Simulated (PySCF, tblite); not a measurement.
**C₆H₇F₂Si+: geometry, infrared bands and NMR shifts**

Aim: predict the infrared bands and NMR shifts of C₆H₇F₂Si+ (`FC(F)C1=CC=CC[SiH+]1`).

Computed with tblite 0.8.0 and PySCF 2.14.0, with density-fitted response routines of our own, on a single molecule in the gas phase. Atoms are numbered from 0 throughout.

**1. The molecule as given**

16 atoms, charge 1, multiplicity 1; geometry from: force field or distance geometry start.

Bonds of the start (Å): F0–C1 1.39, C1–F2 1.37, C1–C3 1.47, C3–C4 1.31, C4–C5 1.43, C5–C6 1.29, C6–C7 1.47, C7–Si8 1.85, Si8–C3 1.82, C1–H9 1.13, C4–H10 1.09, C5–H11 1.13, C6–H12 1.12, C7–H13 1.13, C7–H14 1.12, Si8–H15 1.49.

**2. Optimising the geometry with GFN2-xTB**

Job settings and geometry (Å):

```
{"job": {"kind": "relax", "xc": "GFN2-xTB", "basis": "xTB"}, "charge": 1, "multiplicity": 1}
F      2.790100     1.098100    -1.074400
C      2.431200     0.337800     0.029900
F      3.123000    -0.849800    -0.001500
C      0.987400     0.080600     0.035700
C      0.544600    -1.157500     0.021400
C     -0.852500    -1.454900     0.014300
C     -1.871900    -0.658800     0.043000
C     -1.964600     0.805300     0.091800
Si    -0.225700     1.435600     0.093400
H      2.679700     0.962200     0.932600
H      1.286000    -1.958100    -0.015600
H     -1.096900    -2.553000    -0.009400
H     -2.866700    -1.178900     0.050600
H     -2.362300     1.140400     1.089400
H     -2.616200     1.221800    -0.724700
H      0.007100     2.738100    -0.588000
```

Launch:

```bash
> OMP_NUM_THREADS=1 python probes_run.py task.json out
```

This one command runs all jobs of the session in turn.

**Question.** This job is followed by: GFN2-xTB harmonic vibrations, gas phase; GIAO PBE0/pcSseg-1 NMR shielding, non-relativistic, gas phase. Predict these results of the whole session: strongest single infrared mode (GFN2-xTB); zero-point energy (GFN2-xTB); 13C shifts against TMS (PBE0/pcSseg-1); 1H shifts against TMS (PBE0/pcSseg-1, means over atoms taken as alike); 19F shifts against CFCl3 (PBE0/pcSseg-1, means over atoms taken as alike); 29Si shifts against TMS (PBE0/pcSseg-1).

As calculated:

```
                                                                 quantity                                        value
                                strongest single infrared mode (GFN2-xTB)                        1524 cm⁻¹, 164 km/mol
                                             zero-point energy (GFN2-xTB)                                69.3 kcal/mol
                                   13C shifts against TMS (PBE0/pcSseg-1)  171.3, 169.4, 165.2, 133.8, 119.1, 40.7 ppm
   1H shifts against TMS (PBE0/pcSseg-1, means over atoms taken as alike)       9.07, 8.88, 8.22, 7.82, 7.05, 3.82 ppm
19F shifts against CFCl3 (PBE0/pcSseg-1, means over atoms taken as alike)                                   -112.3 ppm
                                  29Si shifts against TMS (PBE0/pcSseg-1)                                    273.0 ppm
```

The optimisation took 109 steps and gained 0.970 eV; among the close pairs (by a distance rule), C5–C6 changed most, from 1.294 to 1.344 Å. All 42 modes are real, so the xTB geometry is a minimum. The strongest single mode, at 1524 cm⁻¹, is carried by C4, C3, C5. Unscaled tight-binding wavenumbers are off by several per cent, some by more. Its intensities can rank the bands wrongly. At PBE0/pcSseg-1: The largest span, 514 ppm, is at Si8, where the paramagnetic term is -806 ppm.
